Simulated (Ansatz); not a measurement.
# C₂H₃AsO: a ladder of functionals and wavefunction methods

An exercise on one series of results from a longer session: the logs are not shown, and one member is left open.

Computed with Ansatz 0.2.0, Gaussian basis. Level: functionals in def2-TZVPP, the program's frozen cores in correlated methods.

The runs, in order: LDA (SPW92), PBE-D4, revPBE-D4, BLYP-D4, r2SCAN-D4, B97M-V, PBE0-D4, B3LYP-D4, r2SCANh-D4, r2SCAN0-D4, HSE06-D4, BHLYP-D4, CAM-B3LYP-D4, LC-ωPBE, ωB97X-V, ωB97M-V, B2PLYP, PBE-QIDH; CCSD(T)/def2-SVP; CCSD(T)/def2-TZVPP; MP2/def2-QZVPP; extrapolation to the limit; RPA on PBE.

## Structure used throughout

The geometry comes from an earlier relaxation with PBE0-D4 in a triple-zeta def2 set; it is a stationary point, not always the lowest conformer.

SMILES `O=C1C[AsH]1`, 7 atoms, charge 0, spin multiplicity 1.

Atoms are counted from 1 here; the program's logs count them from 0.

Bond lengths: O1–C2 1.181 Å, C2–C3 1.444 Å, C2–As4 2.015 Å, C3–As4 2.044 Å, C3–H5 1.086 Å, C3–H6 1.087 Å, As4–H7 1.525 Å. Angles: O1–C2–C3 144.4°, O1–C2–As4 145.0°, C3–C2–As4 70.3°, C2–C3–As4 68.1°, C2–C3–H5 119.2°, C2–C3–H6 115.3°, As4–C3–H5 121.6°, As4–C3–H6 110.0°, H5–C3–H6 114.7°, C2–As4–C3 41.7°, C2–As4–H7 87.5°, C3–As4–H7 92.7°.

The first run:

Input file in.yaml:

```yaml
crystal:
  periodic: [false, false, false]
  atoms:
    - {symbol: O, position_ang: [-0.433281, -1.914974, 0.573399]}
    - {symbol: C, position_ang: [-0.346013, -0.770394, 0.297150]}
    - {symbol: C, position_ang: [0.457401, 0.418711, 0.457121]}
    - {symbol: As, position_ang: [-1.083242, 0.709312, -0.854388]}
    - {symbol: H, position_ang: [1.491510, 0.407195, 0.126416]}
    - {symbol: H, position_ang: [0.278936, 0.980111, 1.370859]}
    - {symbol: H, position_ang: [-0.304011, 0.101937, -2.016157]}
basis:
  gaussian: {orbitals: def2-TZVPP}
hamiltonian: {xc: lda}
output: {orbitals: {seedname: orbitals}}
```

Run with:

```console
$ ansatz run in.yaml --threads 2 --pin off --events-out ev --progress --plain --max-ram 4352MiB
```

Steps of the session up to this table: LDA; PBE-D4 (GGA); revPBE-D4 (GGA); BLYP-D4 (GGA); r2SCAN-D4 (meta-GGA); B97M-V (meta-GGA); B3LYP-D4 (hybrid); r2SCANh-D4 (hybrid); r2SCAN0-D4 (hybrid); HSE06-D4 (hybrid); BHLYP-D4 (hybrid); CAM-B3LYP-D4 (range-separated); LC-ωPBE (range-separated); ωB97X-V (range-separated); ωB97M-V (range-separated); B2PLYP (double hybrid); PBE-QIDH (double hybrid).

One table of the session follows, with a row left open; its other results are not shown here.

It belongs to the step «Frontier levels by functional». 

```
  functional  HOMO (eV)  gap (eV)
 LDA (SPW92)      -5.59      2.94
      PBE-D4      -5.42      2.99
   revPBE-D4      -5.35      3.01
     BLYP-D4      -5.28      3.01
   r2SCAN-D4      -5.66      3.43
      B97M-V      -5.69      3.60
     PBE0-D4      -6.59      5.24
    B3LYP-D4      -6.38      4.81
  r2SCANh-D4      -6.10      4.27
  r2SCAN0-D4      -6.76      5.51
    HSE06-D4      -6.20      4.46
    BHLYP-D4      -7.65      7.48
CAM-B3LYP-D4          ?         ?
     LC-ωPBE      -9.07     10.11
     ωB97X-V      -8.76      9.73
     ωB97M-V      -8.66      9.52
```

Estimate the missing values for CAM-B3LYP-D4.

**Answer.** HOMO (eV): -7.84; gap (eV): 7.71. In the column «HOMO (eV)» it lies between ωB97M-V (-8.66) and BHLYP-D4 (-7.65).
